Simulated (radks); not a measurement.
# Mo in [Kr] 4d4 5s2: an all-electron calculation

The task here is to estimate one member of a computed series from the others.

Program: radks (a radial shooting solver on a logarithmic mesh, Libxc functionals) version 1. Level of theory: Dirac Kohn-Sham, RPBE, spin-unpolarised, spherical densities, finite nucleus; open shells fill j = l - 1/2 first. These are calculated values, not measurements, unless marked.

### Starting point

```
element            : molybdenum (Z = 42)
charge             : 0
electrons          : 42
configuration      : [Kr] 4d4 5s2
nuclear rms radius : 4.4091 fm
```

The first run:

Input:

```text
Z 42
configuration [Kr] 4d4 5s2
relativity Dirac
functional rpbe,pbe
spin unpolarised
j_filling energy
nucleus finite rms 4.4091 fm
c 137.035999084
```

Command:

```
python run_ks.py task.json out
```

The same process makes all the runs of this session.

Steps of the session up to this table: Self-consistent calculation.

One of the session's tables, all rows but one given; the rest of the session is left out.

It belongs to the step «Radial structure». From the orbitals of this run (lengths in bohr):

```
level      <r>  outermost maximum (interpolated)  90 % within  nodes
1s1/2  0.03516                            0.0229       0.0630      0
2s1/2   0.1534                             0.130        0.237      1
2p1/2   0.1308                             0.101        0.214      0
2p3/2   0.1353                             0.105        0.220      0
3s1/2   0.4285                             0.384        0.633      2
3p1/2   0.4232                             0.371        0.640      1
3p3/2        ?                                 ?            ?      ?
3d3/2   0.4131                             0.321        0.661      0
3d5/2   0.4166                             0.324        0.666      0
4s1/2    1.105                             0.989         1.61      3
4p1/2    1.210                              1.05         1.79      2
4p3/2    1.240                              1.08         1.84      2
4d3/2    1.854                              1.35         3.03      1
4d5/2    1.878                              1.36         3.07      1
5s1/2    3.440                              2.87         5.17      4
```

Q: Estimate the row for 3p3/2 from the others.

As computed: <r>: 0.4338; outermost maximum (interpolated): 0.380; 90 % within: 0.655; nodes: 1. In the column «<r>» it lies between 3s1/2 (0.4285) and 4s1/2 (1.105).
